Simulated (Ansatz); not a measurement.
# BF2HO: molecular dynamics

The plan is to follow the molecule's vibrations and see whether its bonds hold. The start is relaxed first. Runs: 300 steps of 0.5 fs at constant energy, with velocities drawn for 3000 K. SMILES of the start: OB(F)F.

Program: Ansatz 0.2.0. Level of theory: RKS r2SCAN-D4/def2-SVP. These are calculated values, not measurements.

## 1. Starting point

Bond lengths: B1–O2 1.410 Å, O2–H3 1.010 Å, B1–F4 1.320 Å, B1–F5 1.320 Å. Angles: B1–O2–H3 109.5°, O2–B1–F4 120.0°, O2–B1–F5 120.0°, F4–B1–F5 120.0°.

Structure file:

```xyz
5

B     0.0000    0.0000    0.0000
O     0.0000    0.0000    1.4100
H    -0.9095   -0.2814    1.7471
F     1.1431    0.0000   -0.6600
F    -1.1431    0.0000   -0.6600
```

## 2. Preparing the start

File input.yaml:

```yaml
crystal:
  periodic: [false, false, false]
  atoms:
    - { symbol: B, position_ang: [0.0, 0.0, 0.0] }
    - { symbol: O, position_ang: [0.0, 0.0, 1.41] }
    - { symbol: H, position_ang: [-0.9095, -0.2814, 1.7471] }
    - { symbol: F, position_ang: [1.1431, 0.0, -0.66] }
    - { symbol: F, position_ang: [-1.1431, 0.0, -0.66] }
basis:
  gaussian: { orbitals: def2-SVP }
hamiltonian:
  xc: r2scan
  dispersion: d4
relax:
  f_tol: 0.02
  max_steps: 40
```

Command:

```console
$ ansatz run input.yaml --threads 1 --pin off --max-ram 2048MiB --backend cpu --events-out ev --progress --plain --runs-dir out
```

After this run come: The run.

Q: Predict the outcome of this session. Wanted: relaxation of the start; temperature, first and last step; temperature, second half; potential energy, second half; largest change of the total energy; bonds formed or broken.

The runs gave:

| quantity | value |
| --- | --- |
| relaxation of the start | 4 moves, 0.163 eV lower |
| length | 300 steps of 0.5 fs |
| temperature, first and last step | 3000 and 1904 K |
| temperature, second half | mean 1449 K, from 485 to 2493 K |
| potential energy, second half | +121 meV/atom from the start |
| largest change of the total energy | 1.30 meV/atom |
| bonds formed or broken | 0 |

What this shows: The temperature starts at 3000 K and averages 1449 K in the second half, where it ranges from 485 to 2493 K. About half is expected from a start at a minimum: kinetic energy passes into potential energy until both shares match. The total energy strays from its start by at most 1.30 meV/atom, 1.1 % of the mean kinetic energy, so a step of 0.5 fs is short enough over this time. No bond forms or breaks. A run of 150 fs with 5 atoms shows the motion but fixes no equilibrium value. The nuclei move classically, without zero-point motion, which matters most for hydrogen.
